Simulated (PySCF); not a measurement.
# A gas-phase reaction: ClGeH3 + CH2O → CH5ClGeO

Wanted: the reaction energy for `[Cl][GeH3]` + `C=O` → `C[O][GeH2][Cl]`.

Computed with PySCF 2.14.0; each step states its level. No surroundings beyond the atoms listed, unless a continuum is named. Atoms count from 0, parts from 1.

## 1. Starting point

Each species was relaxed by itself at PBE0-D3(BJ)/def2-SVPD.

## 2. Reaction energy: wB97M-D3(BJ)/def2-TZVPD

The job: settings as JSON, then the geometry in Å.

```
{"job": {"kind": "react", "xc": "wB97M-D3(BJ)", "basis": "def2-TZVPD"}, "charge": 0, "multiplicity": 1}
-1 ClGeH3 charge 0 multiplicity 1
Cl    -2.063200     0.001970    -0.268430
Ge     0.091060    -0.009450     0.058900
H      0.655090     1.192900    -0.703640
H      0.303850     0.112160     1.570580
H      0.609750    -1.340310    -0.493400

-1 CH2O charge 0 multiplicity 1
C     -0.002620     0.002730    -0.000230
O      1.171460    -0.235150     0.037620
H     -0.770760    -0.807140    -0.004570
H     -0.392470     1.048140    -0.033520

+1 CH5ClGeO charge 0 multiplicity 1
C     -1.294310    -0.529810     0.050830
O     -0.217630    -0.132980     0.866870
Ge     1.208970     0.635410     0.159260
Cl     2.131460    -0.777500    -1.215720
H     -2.101930    -0.883810     0.706100
H     -1.683120     0.306100    -0.557670
H     -1.007930    -1.351520    -0.626470
H      2.169220     0.894710     1.315540
H      0.797170     1.839130    -0.698850
```

Level: wB97M-D3(BJ)/def2-TZVPD reaction energy of separated species, gas phase.

Command:

```bash
$ OMP_NUM_THREADS=1 python cluster_run.py task.json out
```

One launch serves the whole session: the jobs run in the order shown.

The program printed:

```text
species 1 (ClGeH3)
coarse grid: 21152 points
cycle   1  E = -2539.0620201593  dE = -6.849e-01  |g| = 6.547e-01  |ddm| = 1.710e+00
cycle   2  E = -2539.0737305799  dE = -1.171e-02  |g| = 6.914e-01  |ddm| = 7.878e-01
cycle   3  E = -2539.1157943249  dE = -4.206e-02  |g| = 2.610e-02  |ddm| = 3.698e-01
cycle   4  E = -2539.1160089434  dE = -2.146e-04  |g| = 1.159e-02  |ddm| = 3.767e-02
cycle   5  E = -2539.1160447185  dE = -3.578e-05  |g| = 2.737e-03  |ddm| = 1.293e-02
cycle   6  E = -2539.1160474418  dE = -2.723e-06  |g| = 4.253e-04  |ddm| = 5.062e-03
final grid: 40904 points
cycle   7  E = -2539.1159524323  dE = -1.452e-07  |g| = 1.853e-04  |ddm| = 1.338e-03
cycle   8  E = -2539.1159524522  dE = -1.989e-08  |g| = 9.621e-05  |ddm| = 3.511e-04
cycle   9  E = -2539.1159524555  dE = -3.263e-09  |g| = 3.607e-05  |ddm| = 1.293e-04
cycle  10  E = -2539.1159524565  dE = -1.035e-09  |g| = 5.471e-06  |ddm| = 9.419e-05
cycle  11  E = -2539.1159524565  dE = -4.547e-13  |g| = 1.939e-06  |ddm| = 5.999e-06
converged SCF energy = -2539.1159524565

species 2 (CH2O)
coarse grid: 15304 points
cycle   1  E = -114.4518115340  dE =  2.070e-01  |g| = 7.655e-01  |ddm| = 1.397e+00
cycle   2  E = -114.3213139815  dE =  1.305e-01  |g| = 1.203e+00  |ddm| = 9.182e-01
cycle   3  E = -114.5746166354  dE = -2.533e-01  |g| = 4.171e-02  |ddm| = 5.085e-01
cycle   4  E = -114.5750041711  dE = -3.875e-04  |g| = 1.576e-02  |ddm| = 3.291e-02
cycle   5  E = -114.5750672743  dE = -6.310e-05  |g| = 5.175e-03  |ddm| = 1.227e-02
cycle   6  E = -114.5750767431  dE = -9.469e-06  |g| = 1.259e-03  |ddm| = 5.574e-03
final grid: 33160 points
cycle   7  E = -114.5750710890  dE = -6.398e-07  |g| = 9.411e-04  |ddm| = 2.275e-03
cycle   8  E = -114.5750711057  dE = -1.673e-08  |g| = 1.226e-03  |ddm| = 8.886e-04
cycle   9  E = -114.5750713417  dE = -2.360e-07  |g| = 1.179e-04  |ddm| = 5.375e-04
cycle  10  E = -114.5750713522  dE = -1.052e-08  |g| = 8.877e-05  |ddm| = 2.035e-04
cycle  11  E = -114.5750713549  dE = -2.678e-09  |g| = 2.250e-06  |ddm| = 1.186e-04
cycle  12  E = -114.5750713549  dE = -9.379e-13  |g| = 3.746e-07  |ddm| = 4.360e-06
converged SCF energy = -114.5750713549

species 3 (CH5ClGeO)
coarse grid: 36456 points
cycle   1  E = -2653.6093748537  dE = -3.212e-01  |g| = 9.282e-01  |ddm| = 2.383e+00
cycle   2  E = -2653.5701235951  dE =  3.925e-02  |g| = 1.129e+00  |ddm| = 1.280e+00
cycle   3  E = -2653.7386031335  dE = -1.685e-01  |g| = 8.440e-02  |ddm| = 6.402e-01
cycle   4  E = -2653.7398013628  dE = -1.198e-03  |g| = 4.451e-02  |ddm| = 8.983e-02
cycle   5  E = -2653.7401016463  dE = -3.003e-04  |g| = 6.686e-03  |ddm| = 2.913e-02
cycle   6  E = -2653.7401144094  dE = -1.276e-05  |g| = 2.662e-03  |ddm| = 1.011e-02
cycle   7  E = -2653.7401161587  dE = -1.749e-06  |g| = 4.354e-04  |ddm| = 3.228e-03
final grid: 74064 points
cycle   8  E = -2653.7400192002  dE = -2.128e-07  |g| = 2.523e-04  |ddm| = 4.389e-03
cycle   9  E = -2653.7400192276  dE = -2.733e-08  |g| = 2.001e-04  |ddm| = 6.989e-04
cycle  10  E = -2653.7400192365  dE = -8.989e-09  |g| = 6.109e-05  |ddm| = 1.537e-04
cycle  11  E = -2653.7400192388  dE = -2.240e-09  |g| = 3.560e-05  |ddm| = 1.446e-04
cycle  12  E = -2653.7400192392  dE = -4.111e-10  |g| = 3.492e-06  |ddm| = 5.117e-05
converged SCF energy = -2653.7400192392

Reaction energy = -32.651 kcal/mol
```

Run time: 27 s. Hardware: 1 thread of Arm Neoverse V1, shared host; peak memory 0.78 GiB.

Species by species (with the dispersion term, which the log's SCF energies lack):

| ν | species | energy (Eh) | HOMO (eV) |
| --- | --- | --- | --- |
| -1 | [Cl][GeH3] | -2539.11949 | -11.11 |
| -1 | C=O | -114.57707 | -10.37 |
| +1 | C[O][GeH2][Cl] | -2653.74859 | -10.77 |

## 3. Reaction energy: PBE0-D3(BJ)/def2-TZVPD

Settings changed since step 2:

```diff
@@ -1,2 +1,2 @@
-{"job": {"kind": "react", "xc": "wB97M-D3(BJ)", "basis": "def2-TZVPD"}, "charge": 0, "multiplicity": 1}
+{"job": {"kind": "react", "xc": "PBE0", "basis": "def2-TZVPD", "disp": "d3bj"}, "charge": 0, "multiplicity": 1}
 -1 ClGeH3 charge 0 multiplicity 1
```

Method: PBE0-D3(BJ)/def2-TZVPD reaction energy of separated species, gas phase.

The program printed:

```text
species 1 (ClGeH3)
coarse grid: 21152 points
cycle   1  E = -2538.5867485791  dE = -6.332e-01  |g| = 6.828e-01  |ddm| = 1.691e+00
cycle   2  E = -2538.5564776348  dE =  3.027e-02  |g| = 8.558e-01  |ddm| = 8.965e-01
cycle   3  E = -2538.6341436257  dE = -7.767e-02  |g| = 3.248e-02  |ddm| = 5.132e-01
cycle   4  E = -2538.6342885103  dE = -1.449e-04  |g| = 1.450e-02  |ddm| = 3.070e-02
cycle   5  E = -2538.6343453681  dE = -5.686e-05  |g| = 2.016e-03  |ddm| = 1.334e-02
cycle   6  E = -2538.6343465242  dE = -1.156e-06  |g| = 3.930e-04  |ddm| = 2.048e-03
final grid: 40904 points
cycle   7  E = -2538.6343334857  dE = -8.191e-09  |g| = 3.926e-04  |ddm| = 8.973e-04
cycle   8  E = -2538.6343334878  dE = -2.040e-09  |g| = 3.866e-04  |ddm| = 6.397e-04
cycle   9  E = -2538.6343335183  dE = -3.051e-08  |g| = 1.732e-05  |ddm| = 3.183e-04
cycle  10  E = -2538.6343335183  dE = -6.457e-11  |g| = 1.062e-06  |ddm| = 1.123e-05
converged SCF energy = -2538.6343335183

species 2 (CH2O)
coarse grid: 3416 points
cycle   1  E = -114.3196778023  dE =  2.100e-01  |g| = 7.144e-01  |ddm| = 1.358e+00
cycle   2  E = -113.9101563878  dE =  4.095e-01  |g| = 1.609e+00  |ddm| = 1.032e+00
cycle   3  E = -114.4210743582  dE = -5.109e-01  |g| = 3.342e-02  |ddm| = 7.037e-01
cycle   4  E = -114.4212436115  dE = -1.693e-04  |g| = 2.299e-02  |ddm| = 4.123e-02
cycle   5  E = -114.4213553479  dE = -1.117e-04  |g| = 5.733e-03  |ddm| = 1.316e-02
cycle   6  E = -114.4213617419  dE = -6.394e-06  |g| = 1.321e-03  |ddm| = 3.208e-03
final grid: 33160 points
cycle   7  E = -114.4194268280  dE =  1.556e-06  |g| = 1.062e-02  |ddm| = 4.192e-02
cycle   8  E = -114.4193601324  dE =  6.670e-05  |g| = 2.187e-02  |ddm| = 1.281e-02
cycle   9  E = -114.4194467031  dE = -8.657e-05  |g| = 6.696e-04  |ddm| = 9.040e-03
cycle  10  E = -114.4194467983  dE = -9.513e-08  |g| = 1.137e-04  |ddm| = 4.019e-04
cycle  11  E = -114.4194468012  dE = -2.905e-09  |g| = 1.460e-05  |ddm| = 9.198e-05
cycle  12  E = -114.4194468012  dE = -4.709e-11  |g| = 1.244e-06  |ddm| = 1.361e-05
converged SCF energy = -114.4194468012

species 3 (CH5ClGeO)
coarse grid: 36456 points
cycle   1  E = -2652.9786062330  dE = -3.236e-01  |g| = 9.660e-01  |ddm| = 2.411e+00
cycle   2  E = -2652.6820900261  dE =  2.965e-01  |g| = 1.626e+00  |ddm| = 1.574e+00
cycle   3  E = -2653.0987325043  dE = -4.166e-01  |g| = 2.333e-01  |ddm| = 1.045e+00
cycle   4  E = -2653.1077360362  dE = -9.004e-03  |g| = 5.648e-02  |ddm| = 1.789e-01
cycle   5  E = -2653.1081609016  dE = -4.249e-04  |g| = 1.049e-02  |ddm| = 4.058e-02
cycle   6  E = -2653.1081856750  dE = -2.477e-05  |g| = 3.519e-03  |ddm| = 1.134e-02
cycle   7  E = -2653.1081885884  dE = -2.913e-06  |g| = 4.000e-04  |ddm| = 2.469e-03
final grid: 74064 points
cycle   8  E = -2653.1081966352  dE = -8.414e-08  |g| = 4.256e-04  |ddm| = 9.157e-03
cycle   9  E = -2653.1081966127  dE =  2.247e-08  |g| = 5.398e-04  |ddm| = 7.924e-04
cycle  10  E = -2653.1081966752  dE = -6.242e-08  |g| = 9.518e-05  |ddm| = 3.729e-04
cycle  11  E = -2653.1081966767  dE = -1.541e-09  |g| = 1.198e-05  |ddm| = 5.534e-05
cycle  12  E = -2653.1081966767  dE = -2.001e-11  |g| = 2.451e-06  |ddm| = 1.409e-05
converged SCF energy = -2653.1081966767

Reaction energy = -35.657 kcal/mol
```

Wall time 14 s (1 thread of Arm Neoverse V1, shared host); peak memory 0.71 GiB.

Reaction energy at this level: -35.66 kcal/mol.

## 4. Comparing the runs

Energies in kcal/mol, with wall time:

```csv
run,reaction,time
wB97M-D3(BJ)/def2-TZVPD,-32.65,27 s
PBE0-D3(BJ)/def2-TZVPD,-35.66,14 s
```

## 5. Outcome

```
                                                quantity                      value
               reaction energy (wB97M-D3(BJ)/def2-TZVPD)            -32.65 kcal/mol
                     ΔH, ΔG at 298 K (xTB thermal terms)      -28.5, -18.6 kcal/mol
range of the reaction energy over the runs of this table  -35.66 to -32.65 kcal/mol
```

In words: The reaction is exothermic by 28.5 kcal/mol in the gas phase; dispersion gives -1.91, and xTB itself gave -43.30 for the electronic energy (xTB energies and thermal terms come from the earlier relaxation of each species, not shown). No barrier was sought. xTB and this level differ widely in the electronic energy, so what comes from xTB (the thermal terms above all) is less safe here. The reaction energy runs from -35.66 (PBE0-D3(BJ)/def2-TZVPD) to -32.65 kcal/mol (wB97M-D3(BJ)/def2-TZVPD).
